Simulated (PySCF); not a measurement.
# One shape, several levels: SnCl2F2 (SMILES [F][Sn]([F])([Cl])[Cl])

We compute a comparison of 6 runs (BHLYP/def2-SVP, CAM-B3LYP/def2-SVP, PBE/def2-SVP, TPSS/def2-SVP, revPBE/def2-SVP, CCSD(T)/def2-SVP) of SnCl2F2. The job is set up through a Python script.

The calculation is run with PySCF 2.14.0.

2 further runs of the same task are left out: 2 set aside as unsound or not needed.

### Step 1. Starting point

SnCl2F2 has 5 atoms, charge 0, and is taken as a singlet. As SMILES, `[F][Sn]([F])([Cl])[Cl]`. The shape is that of a PBE0-D4/def2-TZVP optimisation.

Bond lengths: F1–Sn2 1.887 Å, Sn2–F3 1.887 Å, Sn2–Cl4 2.271 Å, Sn2–Cl5 2.271 Å. Angles: F1–Sn2–F3 105.5°, F1–Sn2–Cl4 109.3°, F1–Sn2–Cl5 109.3°, F3–Sn2–Cl4 109.2°, F3–Sn2–Cl5 109.2°, Cl4–Sn2–Cl5 114.0°.

### Step 2. A single-point energy at BHLYP/def2-SVP (core potential) (run 1)

Contents of calc.py:

```python
from pyscf import gto, dft

mol = gto.Mole()
mol.atom = '''
F   -0.136000  -0.318500   1.871500
Sn   0.031600  -0.036600   0.013600
F    1.509000  -1.080200  -0.523100
Cl  -1.837700  -0.793000  -1.030000
Cl   0.483000   2.154700  -0.373400
'''
mol.spin = 0
mol.max_memory = 1860
mol.verbose = 4
mol.basis = 'def2-svp'
mol.ecp = {'Sn': 'def2-svp'}
mol.build()

mf = dft.RKS(mol)
mf.xc = 'bhandhlyp'
mf.conv_tol = 1e-10
mf.grids.level = 5
mf.kernel()
if not mf.converged:
    mf = mf.newton().run(mf.mo_coeff, mf.mo_occ)

energy = mf.e_tot
print('E = %.10f Eh' % energy)
```

Launch:

```bash
$ OMP_NUM_THREADS=1 python calc.py
```

Output:

```text
PySCF version 2.14.0

[... 75 lines left out ...]
converged SCF energy = -1333.91761442892
E = -1333.9176144289 Eh
```

It took 18 s on 1 thread of Intel Xeon at 2.70GHz, shared host; peak memory 0.47 GiB.

### Step 3. The energy at CAM-B3LYP/def2-SVP (core potential) (run 2)

Contents of input.py:

```python
# [F][Sn]([F])([Cl])[Cl]
from pyscf import gto, dft

mol = gto.M(
    atom='''
F     -0.136000    -0.318500     1.871500
Sn     0.031600    -0.036600     0.013600
F      1.509000    -1.080200    -0.523100
Cl    -1.837700    -0.793000    -1.030000
Cl     0.483000     2.154700    -0.373400
''',
    basis='def2-svp',
    verbose=4,
    charge=0,
    spin=0,
    max_memory=1860,
    ecp={'Sn': 'def2-svp'},
)

ks = dft.RKS(mol)
ks.xc = 'cam-b3lyp'
ks.conv_tol = 1e-10
ks.grids.level = 5
ks.kernel()
if not ks.converged:
    ks = ks.newton().run(ks.mo_coeff, ks.mo_occ)

energy = ks.e_tot
print('Final energy', energy)
```

Launch:

```bash
$ OMP_NUM_THREADS=1 python input.py
```

Output:

```text
PySCF version 2.14.0

[... 77 lines left out ...]
converged SCF energy = -1334.02361092375
Final energy -1334.023610923745
```

Run time: 31 s. Hardware: 1 thread of Intel Xeon at 2.70GHz, shared host; peak memory 0.48 GiB.

Run 3 isn't shown in full; the table further down has it.

### Step 4. The energy at TPSS/def2-SVP (core potential) (run 4)

Contents of calc.py:

```python
from pyscf import gto, dft

molecule = gto.M(
    atom='''
F   -0.136000  -0.318500   1.871500
Sn   0.031600  -0.036600   0.013600
F    1.509000  -1.080200  -0.523100
Cl  -1.837700  -0.793000  -1.030000
Cl   0.483000   2.154700  -0.373400
''',
    spin=0,
    max_memory=1860,
    charge=0,
    ecp={'Sn': 'def2-svp'},
    basis='def2-svp',
    verbose=4,
)

mf = dft.RKS(molecule)
mf.xc = 'tpss'
mf.conv_tol = 1e-10
mf.grids.level = 5
mf.kernel()
if not mf.converged:
    mf = mf.newton().run(mf.mo_coeff, mf.mo_occ)

e_tot = mf.e_tot
print('E(%s) = %.9f' % ('TPSS', e_tot))
```

Launch:

```bash
$ OMP_NUM_THREADS=1 python calc.py
```

Output:

```text
PySCF version 2.14.0

[... 80 lines left out ...]
converged SCF energy = -1334.03054481298
E(TPSS) = -1334.030544813
```

Run time: 37 s. Hardware: 1 thread of Intel Xeon at 2.70GHz, shared host; peak memory 0.48 GiB.

Run 5 isn't shown in full; the table further down has it.

### Step 5. The energy at CCSD(T)/def2-SVP (core potential) (run 6)

Contents of job.py:

```python
from pyscf import gto, scf, cc

mol = gto.M(
    atom=[
    ('F', (-0.136000, -0.318500, 1.871500)),
    ('Sn', (0.031600, -0.036600, 0.013600)),
    ('F', (1.509000, -1.080200, -0.523100)),
    ('Cl', (-1.837700, -0.793000, -1.030000)),
    ('Cl', (0.483000, 2.154700, -0.373400)),
],
    charge=0,
    basis='def2-svp',
    max_memory=1860,
    ecp={'Sn': 'def2-svp'},
    verbose=3,
)

mf = scf.RHF(mol)
mf.conv_tol = 1e-10
mf.kernel()
if not mf.converged:
    mf = mf.newton().run(mf.mo_coeff, mf.mo_occ)

mycc = cc.CCSD(mf, frozen=16)
mycc.kernel()
e_t = mycc.ccsd_t()
energy = mycc.e_tot + e_t
print('E(%s) = %.9f' % ('CCSD(T)', energy))
```

Launch:

```bash
$ OMP_NUM_THREADS=1 python job.py
```

Output:

```text
converged SCF energy = -1330.90513745463
E(CCSD) = -1331.670568821194  E_corr = -0.7654313665638288
CCSD(T) correction = -0.0148033970404062
E(CCSD(T)) = -1331.685372218
```

Run time: 44 s. Hardware: 1 thread of Intel Xeon at 2.70GHz, shared host; peak memory 0.47 GiB.

### Step 6. Overview of the runs

```tsv
run	level	integration grid	frozen core orbitals	energy (Eh)	dipole moment (D) of the reference	HOMO energy (eV)	LUMO energy (eV)	wall time
1	BHLYP/def2-SVP (core potential)	5	–	-1333.917614	1.62	-11.39	-2.11	18 s
2	CAM-B3LYP/def2-SVP (core potential)	5	–	-1334.023611	1.47	-11.37	-2.01	31 s
3	PBE/def2-SVP (core potential)	5	–	-1333.495944	1.29	-8.50	-4.00	21 s
4	TPSS/def2-SVP (core potential)	5	–	-1334.030545	1.22	-8.70	-3.95	37 s
5	revPBE/def2-SVP (core potential)	5	–	-1333.864958	1.25	-8.47	-3.91	22 s
6	CCSD(T)/def2-SVP (core potential)	–	16	-1331.685372	1.73	-13.61	0.76	44 s
```

### Step 7. Results

| quantity | value |
| --- | --- |
| run 6: total energy | -1331.68537 Eh |
| run 6: dipole moment (Hartree–Fock density) | 1.73 D |
| run 6: HOMO energy (Hartree–Fock orbitals) | -13.61 eV |
| run 6: LUMO energy (Hartree–Fock orbitals) | 0.76 eV |
| run 6: HOMO–LUMO gap (Hartree–Fock orbitals) | 14.37 eV |
| run 6: correlation energy (16 core orbitals frozen) | -780.2 mEh |
| run 6: (T) correction | -14.80 mEh |
| run 6: T1 diagnostic | 0.011 |

Over runs 1, 2, 3, 4, 5 the dipole moment (its size) runs from 1.22 D (TPSS/def2-SVP) to 1.62 D (BHLYP/def2-SVP). Over runs 1, 2, 3, 4, 5 the HOMO–LUMO gap runs from 4.50 eV (PBE/def2-SVP) to 9.36 eV (CAM-B3LYP/def2-SVP). Totals of different functionals can't be ranked against each other. All runs together took 2.9 min, the longest 44 s.
